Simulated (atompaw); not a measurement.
# Ga: generating and testing a PAW (atompaw) potential

Aim: build the potential from the settings below, then test how well it stands in for the atom: scattering, ghost states and the plane-wave cutoff that it needs.

Program: atompaw 4.2.0.5. Reference atom: LDA (PW92), scalar-relativistic, spherical and spin-unpolarised. All values are calculated.

15 further runs of the same task are left out: 7 that didn't finish, 8 set aside as unsound or not needed.

### Step 1. The design

Typed settings, in words:

```
element                 : gallium (Ga, Z = 31)
type                    : PAW
frozen core             : [Ar] 3d10
valence charge          : 3
reference configuration : 4s2 4p1
partial waves           : 4s (bound): rc 2.50 bohr; 4s channel at 0.2 Ry: rc 2.50 bohr; 4p (bound): rc 2.50 bohr; 4p channel at 0.25 Ry: rc 2.50 bohr; 4d channel at 0.05 Ry: rc 2.50 bohr; 4d channel at 0.35 Ry: rc 1.95 bohr
local potential         : vpsmatchnc scheme with l = 3 at 0.5 Ry, radius 1.70 bohr
core correction         : smooth core density matched at 2.35 bohr
augmentation charge     : sinc compensation charge, radius 2.30 bohr; PAW radius 2.50 bohr; waves and projectors: custom rrkj gramschmidtortho
```

The nodes and maxima of the atom's own shells, from an earlier all-electron run, set the scale for the radii.

All-electron outer shells of the reference configuration (LDA (PW92), scalar-relativistic, ld1.x):

```csv
shell,level (eV),outermost node (bohr),outermost maximum (bohr)
3p,-98.66,0.24,0.56
3d,-19.41,–,0.53
4s,-9.17,0.81,1.87
4p,-2.73,0.87,2.53
```

### Step 2. Generating the potential

The input, Ga.input:

```
Ga 31
LDA-PW scalarrelativistic loggrid 1500 logderivrange -3 5 201
4 4 3 0 0 0
4 1 1
0 0 0
c
c
c
v
c
c
v
c
2
2.50 2.30 1.70 2.35
y
0.2
n
y
0.25
n
y
0.05
y
0.35
n
custom rrkj gramschmidtortho sinc
3 0.5 vpsmatchnc
2.50
2.50
2.50
2.50
2.50
1.95
PWSCFOUT
UPFDX 0.0125d0 UPFXMIN -7.d0 UPFZMESH 31.d0
END
```

On the command line:

```console
$ atompaw < Ga.input > Ga.log
```

Q: Predict the outcome of this session. Wanted: cutoffs for 10 and 1 mRy, occupied levels; bound ghosts; largest phase difference near zero energy, channels read; lowest eigenvalue of the overlap; share of valence orbitals outside the PAW sphere; UPF file.

The runs gave:

| quantity | value |
| --- | --- |
| cutoffs for 10 and 1 mRy, occupied levels | 6 Ry or less and 8 Ry |
| bound ghosts | s at -723.99 eV, d at -9.42 eV |
| largest phase difference near zero energy, channels read | 3.090 rad |
| lowest eigenvalue of the overlap (Bessel basis) | 0.023 (s) |
| share of valence orbitals outside the PAW sphere | 4s 36 %, 4p 68 % |
| UPF file | written |

What this shows: It has a bound ghost (s, d), a state that the atom doesn't have, and that rules the file out. By its cutoff, 6 Ry or less for the looser tolerance, it is soft on the atom. The slowest occupied level is 4p: taken alone it needs 8 Ry to come within 1 mRy, against 6 Ry or less for 4s. Of the channels read, d scatters worst near zero energy, by up to 3.09 rad (at the energies tabulated). A step near π is an extra or missing state, not a misfit of shape. The pseudo curves have a pole with no partner nearby in the atom's: d at -0.70 Ry. All of this concerns the isolated atom, not yet a solid.
